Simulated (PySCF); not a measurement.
# CuC: from the state search to spectroscopic constants

One job finds the state of CuC, follows it along the bond with each method and fits the curves.

Method: Cu def2-TZVPP, C def2-TZVPP, no relativity; program: PySCF 2.14.0.

## (1) Set-up

Settings of the job:

```
atoms                         : Cu, C
charge                        : 0
basis                         : Cu def2-TZVPP, C def2-TZVPP
Hamiltonian                   : no relativity
basis functions               : 95
electrons treated             : 35
masses in u                   : 62.9296, 12.0000
levels                        : PBE0, PBE, r²SCAN, M06, TPSSh, r²SCANh, revPBE, ωB97X-V, HF, MP2, SCS-MP2
grid                          : 80 radial by 434 angular points
occupations                   : held fixed by the projection of orbital angular momentum
dissociation limit            : Cu + C, each in its ground configuration
starting distance in angstrom : 1.845
values of 2S to try           : 1, 3, 5
```

Started as:

```sh
OMP_NUM_THREADS=1 python dia.py task.json out
```

Further steps of the session: First curve: PBE0; Other states along the same grid; PBE; r²SCAN (meta-GGA); M06 (hybrid meta-GGA); TPSSh; r²SCANh (hybrid meta-GGA); revPBE; ωB97X-V (range-separated hybrid); UHF (mean field).

Before running it: what results should come out? Wanted: for each run, Re; ωe; De; μ.

The runs gave:

Lowest PBE0 solution found, without spin–orbit coupling: ⁴Σ⁻ (quartet), unpaired electrons σ ↑, π ↑↑. State 2 has its PBE0 minimum 0.25 eV higher. State 3 has its PBE0 minimum 0.66 eV higher, as a spin-mixed determinant (⟨S²⟩ = 1.78), so this is no gap between pure states. State 4 has its PBE0 minimum 0.69 eV higher, as a spin-mixed determinant (⟨S²⟩ = 1.78), so this is no gap between pure states. The other levels ran on the lowest alone.

```csv
level,Re (Å),ωe (cm⁻¹),De (eV),μ (D)
UHF,1.963,509,1.23,-5.58
UHF-MP2,1.786,621,2.27,n/a
UHF-SCS-MP2,1.819,587,1.90,n/a
PBE,1.774,636,2.61,-3.25
revPBE,1.789,615,2.39,-3.30
r²SCAN,1.768,645,2.63,-3.31
TPSSh,1.795,606,2.38,-3.56
r²SCANh,1.782,626,2.47,-3.52
PBE0,1.809,593,2.26,-3.80
M06,1.816,607,2.16,-3.60
ωB97X-V,1.821,585,2.09,-4.25
```

De is counted to Cu + C in their ground configurations. A positive dipole means Cu(−)C(+).

The methods spread over 0.195 Å in bond length, from r²SCAN to UHF. Among the levels with a De in the table, it runs from 1.23 eV (UHF) to 2.63 eV (r²SCAN).

Correlated steps freeze 6 core orbitals. The state is the lowest single determinant that the PBE0 search found; with open d or f shells the true ground state can be another one.
